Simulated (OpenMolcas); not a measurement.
**C2H2BCl (SMILES C#CBCl) at 6 levels**

Wanted: a comparison of 6 runs (HF/STO-3G, HF/3-21G, HF/def2-SVP, B3LYP/cc-pVDZ, ACPF/pcseg-1, CCSD(T)/6-31G*) of C2H2BCl. 

Program for the calculation: OpenMolcas 26.06.

1 further run of the same task is left out (it didn't finish).

## (1) Starting point

C2H2BCl: 6 atoms, total charge 0, spin state singlet. As SMILES, `C#CBCl`. The coordinates come from a GFN2-xTB relaxation.

Bond lengths: C1–C2 1.206 Å, C2–B3 1.506 Å, B3–Cl4 1.699 Å, C1–H5 1.052 Å, B3–H6 1.173 Å. Angles: C1–C2–B3 179.2°, C2–B3–Cl4 119.2°, C2–C1–H5 179.5°, C2–B3–H6 121.4°, Cl4–B3–H6 119.4°.

## (2) Energy and gradient at HF/STO-3G (run 1)

mol.inp reads:

```
* C2H2BCl Hartree-Fock
>>> EXPORT MOLCAS_PRINT=2

&gateway
 baslib=$CurrDir
 coord
 6
 angstrom
 C        0.068240       1.270350      -1.007960
 C        0.062040       0.358890      -0.218890
 B        0.046840      -0.793030       0.751750
 Cl      -1.002840      -2.099380       0.471640
 H        0.080150       2.070570      -1.690940
 H        0.745560      -0.807400       1.694400
 basis=STO-3G
 group=NoSym

&seward

&scf
 thresholds=1e-10 1e-07 1e-07 1e-05
 prorbitals=1 2

&alaska
```

The basis set STO-3G is read from a file made from the Basis Set Exchange's data (not shown).

The run is started by

```
$ export MOLCAS_MEM=1860
$ pymolcas mol.inp > mol.log
```

Output:

```text
--- Start Module: gateway ---
[...]
--- Stop Module: gateway /rc=_RC_ALL_IS_WELL_ ---
[...]
      Basis functions           26
[...]
--- Start Module: scf ---
[...]
       Convergence after  12 Iterations
[...]
::    Total SCF energy                               -554.8748312595
[...]
      Total spin, S                                     0.0000000000
[...]
      Total electronic charge=   36.000000
      Total            charge=   -0.000000
[...]
      Dipole Moment (debye):
      Origin of the operator (angstrom)=   -0.4467   -0.8517    0.1396
                   X=  8.3925E-01               Y=  1.6968E+00               Z= -3.4596E-01           Total=  1.9244E+00
      Quadrupole Moment (debye*angstrom):
[...]
--- Stop Module: scf /rc=_RC_ALL_IS_WELL_ ---
--- Start Module: alaska ---
[...]
 *              Molecular gradients               *
 **************************************************
  Irreducible representation: a
 ------------------------------------------------------------------------------------------
                              X                       Y                       Z
 ------------------------------------------------------------------------------------------
  C1               -1.50118980366321E-04    6.60394236275117E-02   -5.82421342094808E-02
  C2               -1.88164322875872E-03   -5.70247938339667E-02    4.77977000607224E-02
  B3               -3.52379192565708E-02   -3.99738360434230E-02   -1.27113185547909E-02
  CL4               3.26605812208687E-02    4.34868467613789E-02    6.19891350995437E-03
  H5                1.59635752541160E-05   -1.30602102883777E-02    1.14043808618218E-02
  H6                4.59313666957994E-03    5.32569776880404E-04    5.55245833175322E-03
 ------------------------------------------------------------------------------------------
[...]
```

Wall time 1.7 s (1 thread of Arm Neoverse V2, shared host); peak memory 0.37 GiB.

## (3) Energy and gradient at HF/3-21G (run 2)

mol.input reads:

```
* C2H2BCl Hartree-Fock
&GATEWAY
BASLIB=$CurrDir
COORD
6
bohr
C      0.12895491     2.40061358    -1.90476834
C      0.11723861     0.67820381    -0.41364215
B      0.08851477    -1.49860951     1.42060161
Cl    -1.89509295    -3.96725323     0.89127043
H      0.15146155     3.91281022    -3.19541349
H      1.40890421    -1.52576487     3.20195195
BASIS=3-21G
GROUP=NoSym
&SEWARD
&SCF
THRESHOLDS=1e-10 1e-07 1e-07 1e-05
PRORBITALS=1
&ALASKA
```

The basis set 3-21G is read from a file made from the Basis Set Exchange's data (not shown).

The run is started by

```
$ export MOLCAS_MEM=1860
$ pymolcas mol.input > mol.log
```

Output:

```text
--- Start Module: gateway ---
[...]
--- Stop Module: gateway /rc=_RC_ALL_IS_WELL_ ---
[...]
      Basis functions           44
[...]
--- Start Module: scf ---
[...]
       Convergence after  16 Iterations
[...]
::    Total SCF energy                               -558.2896332535
[...]
      Total spin, S                                     0.0000000000
[...]
      Total electronic charge=   36.000000
      Total            charge=   -0.000000
[...]
      Dipole Moment (debye):
      Origin of the operator (angstrom)=   -0.4467   -0.8517    0.1396
                   X=  8.7771E-01               Y=  2.0045E+00               Z= -5.6617E-01           Total=  2.2603E+00
      Quadrupole Moment (debye*angstrom):
[...]
--- Stop Module: scf /rc=_RC_ALL_IS_WELL_ ---
--- Start Module: alaska ---
[...]
 *              Molecular gradients               *
 **************************************************
  Irreducible representation: a
 ------------------------------------------------------------------------------------------
                              X                       Y                       Z
 ------------------------------------------------------------------------------------------
  C1               -8.26809292456043E-04    1.68247841421358E-02   -1.62478503813208E-02
  C2               -2.10975903739730E-03   -2.16165031342257E-02    1.66318774658585E-02
  B3               -2.73131860732976E-02   -3.82076408147936E-02   -3.70199356693979E-03
  CL4               3.04796590885790E-02    4.17496530075816E-02    4.77777836189408E-03
  H5                3.16135313384008E-04    1.82063442643265E-04    2.88272689780822E-04
  H6               -5.46039998833070E-04    1.06764335665448E-03   -1.74808456926367E-03
 ------------------------------------------------------------------------------------------
[...]
```

Run time: 2 s. Hardware: 1 thread of Arm Neoverse V2, shared host; peak memory 0.38 GiB.

Runs 3 to 5 aren't shown in full; the table further down has their settings and results.

## (4) The energy at CCSD(T)/6-31G(d) (spherical functions) (run 6)

run.input reads:

```
* C2H2BCl CCSD(T)
>>> EXPORT MOLCAS_PRINT=2

&GATEWAY
  BasLib = $CurrDir
  Coord
  6
  bohr
  C      0.12895491     2.40061358    -1.90476834
  C      0.11723861     0.67820381    -0.41364215
  B      0.08851477    -1.49860951     1.42060161
  Cl    -1.89509295    -3.96725323     0.89127043
  H      0.15146155     3.91281022    -3.19541349
  H      1.40890421    -1.52576487     3.20195195
  Basis = 6-31Gs
  Group = NoSym

&SEWARD

&SCF
  Thresholds = 1e-10 1e-07 1e-07 1e-05
  PrOrbitals = 1 1

&RASSCF
  FileOrb = $Project.ScfOrb
  Spin = 1
  Nactel = 0 0 0
  Inactive = 18
  Ras2 = 0
  OutOrbitals = Canonical
  OrbListing = Nothing

&MOTRA
  JobIph
  Frozen = 8

&CCSDT
  CCT
  Triples = 2
  Iterations = 80
  Accuracy = 1e-08
  Extrapolation = 5 4
```

The basis set 6-31G* is read from a file made from the Basis Set Exchange's data (not shown).

The run is started by

```
$ export MOLCAS_MEM=1860
$ pymolcas run.input > run.log
```

Output:

```text
--- Start Module: gateway ---
[...]
--- Stop Module: gateway /rc=_RC_ALL_IS_WELL_ ---
[...]
      Basis functions           64
[...]
       Convergence after  14 Iterations
[...]
::    Total SCF energy                               -561.0417959482
[...]
      Total spin, S                                     0.0000000000
[...]
      Number of active orbitals                  0
[...]
      Spin quantum number                      0.0
[...]
      Active orbitals                            0
[...]
      Number of CSFs                             1
[...]
      Number of root(s) required                 1
[...]
      Convergence after  4 iterations
[...]
      Natural orbitals and occupation numbers for root  1
      ************************************************************************************************************************
      *                                                    Final results                                                     *
      ************************************************************************************************************************
[...]
::    RASSCF root number  1 Total energy:   -561.04179595
[...]
      Total electronic charge=   36.000000
      Total            charge=   -0.000000
[...]
      Dipole Moment (debye):
      Origin of the operator (angstrom)=   -0.4467   -0.8517    0.1396
                   X=  5.6114E-01               Y=  1.4951E+00               Z= -5.4799E-01           Total=  1.6884E+00
      Quadrupole Moment (debye*angstrom):
[...]
--- Start Module: motra ---
[...]
--- Stop Module: motra /rc=_RC_ALL_IS_WELL_ ---
--- Start Module: ccsdt ---
[...]
      Convergence after                    17  Iterations
      Total energy (diff) :    -561.51650656       0.00000000
[...]
 METHOD                       : CCSD+T(CCSD)+<T3(1)WT1> = CCSD(T)
[...]
       CCSD     =      -561.5165065578688
[...]
```

Wall time 15 s (1 thread of Arm Neoverse V2, shared host); peak memory 0.4 GiB.

## (5) Overview of the runs

```csv
run,level,integration grid,task,energy (Eh),dipole moment (D) of the reference,HOMO energy (eV),LUMO energy (eV),wall time
1,HF/STO-3G,–,gradient,-554.874831,1.92,-9.68,4.67,1.7 s
2,HF/3-21G,–,gradient,-558.289633,2.26,-11.37,1.45,2 s
3,HF/def2-SVP,–,gradient,-560.840864,1.36,-11.22,1.60,4.2 s
4,B3LYP/cc-pVDZ,UltraFine,gradient,-562.458896,1.22,-8.06,-2.25,21 s
5,ACPF/pcseg-1,–,energy,-561.492726,1.67,-11.32,1.32,8.1 s
6,CCSD(T)/6-31G* (spherical functions),–,energy,-561.535009,1.69,-11.06,1.74,15 s
```

## (6) What came out

| quantity | value |
| --- | --- |
| run 6: total energy | -561.53501 Eh |
| run 6: dipole moment (mean-field density) | 1.69 D |
| run 6: HOMO energy (Hartree–Fock orbitals) | -11.06 eV |
| run 6: LUMO energy (Hartree–Fock orbitals) | 1.74 eV |
| run 6: HOMO–LUMO gap (Hartree–Fock orbitals) | 12.80 eV |
| run 6: correlation energy (8 core orbitals frozen) | -493.2 mEh |
| run 6: (T) correction | -18.50 mEh |

**Reading.** Over runs 1, 2, 3, 4 the dipole moment (its size) runs from 1.22 D (B3LYP/cc-pVDZ) to 2.26 D (HF/3-21G). The two ends differ in method and basis. Over runs 1, 2, 3, 4 the HOMO–LUMO gap runs from 5.81 eV (B3LYP/cc-pVDZ) to 14.35 eV (HF/STO-3G). In run 1 the basis is minimal, so the values are rough. All runs together took 52 s, the longest 21 s.
